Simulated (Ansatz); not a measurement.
# Nb (bcc type): the cost of one run

Method: DFT LDA, with the methods named in each step, in Ansatz 0.2.0.

## (1) The structure to begin with

It takes space group Im-3m (No. 229, cubic). The conventional cell has a = 3.301 Å, b = 3.301 Å, c = 3.301 Å, α = 90.00°, β = 90.00°, γ = 90.00°. Nb (site symmetry m-3m) has 8 Nb at 2.86 Å as nearest neighbours.

Structure file:

```cif
data_structure
_symmetry_space_group_name_H-M 'P 1'
_symmetry_Int_Tables_number 1
_cell_length_a 2.8585
_cell_length_b 2.8585
_cell_length_c 2.8585
_cell_angle_alpha 109.471
_cell_angle_beta 109.471
_cell_angle_gamma 109.471
_cell_volume 17.98
loop_
_atom_site_label
_atom_site_type_symbol
_atom_site_fract_x
_atom_site_fract_y
_atom_site_fract_z
_atom_site_occupancy
Nb1 Nb 0.00000 0.00000 0.00000 1
```

## (2) Bulk cell relaxed, PAW

Input file input.yaml:

```yaml
crystal:
  lattice:
    - [-1.6503519298, 1.6503519298, 1.6503519298]
    - [1.6503519298, -1.6503519298, 1.6503519298]
    - [1.6503519298, 1.6503519298, -1.6503519298]
  atoms:
    - { symbol: Nb, position: [0.0, 0.0, 0.0] }
kpoints:
  mp_grid: { grid: [18, 18, 18] }
scf:
  occupations: { method: fermi_dirac, width: 0.08 }
hamiltonian:
  xc: lda
  pseudopotentials: { kind: paw }
output:
  forces: true
  stress: true
  write_density: true
  write_potential: true
  elf: true
  volumetric_format: npy
relax:
  f_tol: 0.005
  max_steps: 40
  cell: {}
```

Run with:

```sh
$ ansatz run input.yaml --threads 2 --pin off --max-ram 4096MiB --backend cpu --events-out ev --progress --plain --runs-dir out
```

Q: Estimate wall time and peak memory on 2 threads of Intel Xeon 6975P-C (Granite Rapids), shared host.

About 3.3 s, with a peak of 0.4 GiB.
